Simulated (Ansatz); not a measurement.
# Co: the cost of one run

Program: Ansatz 0.2.0. Level of theory: DFT PBE, PAW, plane waves, scalar-relativistic. These are calculated values, not measurements.

## 1. Starting point

Symmetry: P6_3/mmc, No. 194, hexagonal system. Conventional cell: a = 2.519 Å, b = 2.519 Å, c = 4.091 Å, α = 90.00°, β = 90.00°, γ = 120.00°. Co (site symmetry -6m2) is surrounded by 12 Co at 2.51 to 2.52 Å.

As a file:

```cif
data_structure
_symmetry_space_group_name_H-M 'P 1'
_symmetry_Int_Tables_number 1
_cell_length_a 2.5190
_cell_length_b 4.8043
_cell_length_c 4.8043
_cell_angle_alpha 116.755
_cell_angle_beta 105.198
_cell_angle_gamma 105.198
_cell_volume 44.96
loop_
_atom_site_label
_atom_site_type_symbol
_atom_site_fract_x
_atom_site_fract_y
_atom_site_fract_z
_atom_site_occupancy
Co1 Co 0.66667 0.54167 0.79167 1
Co2 Co 0.66667 0.04167 0.29167 1
Co3 Co 0.33333 0.95833 0.70833 1
Co4 Co 0.33333 0.45833 0.20833 1
```

Atoms are counted from 1 in the order of input.yaml (Co4 and so on).

Planned first: parallel moments, plain SCF; opposed moments +--+, plain SCF; no spin polarisation; spin on, no moments given (the program may seed its own), plain SCF; opposed moments ++--, plain SCF. Further starts follow from what these give.

“Plain SCF” means no search for lower states. 

The total moment includes the space between the atomic spheres.

## 2. Parallel moments, plain SCF

input.yaml reads:

```yaml
crystal:
  lattice:
    - [-2.51900087, 0.0, 0.0]
    - [1.25950043, -2.18151875, -4.091]
    - [1.25950043, -2.18151875, 4.091]
  atoms:
    - { symbol: Co, position: [0.66666667, 0.54166667, 0.79166667], spin: 3.0 }
    - { symbol: Co, position: [0.66666667, 0.04166667, 0.29166667], spin: 3.0 }
    - { symbol: Co, position: [0.33333333, 0.95833333, 0.70833333], spin: 3.0 }
    - { symbol: Co, position: [0.33333333, 0.45833333, 0.20833333], spin: 3.0 }
magnetization:
  spin_polarized: true
hamiltonian:
  xc: pbe
  pseudopotentials: { kind: paw }
basis:
  ecutwfc: 420
kpoints:
  mp_grid: { grid: [11, 6, 6] }
scf:
  occupations: { method: fermi_dirac, width: 0.1 }
  lower_state_search: "off"
output:
  forces: true
  stress: true
```

Run with:

```sh
$ ansatz run input.yaml --threads 2 --pin off --max-ram 5120MiB --backend cpu --events-out ev --progress --plain --runs-dir out
```

What time and memory should one allow on 2 threads of Intel Xeon 6975P-C (Granite Rapids), shared host?

About 9.6 s, with a peak of 0.64 GiB.
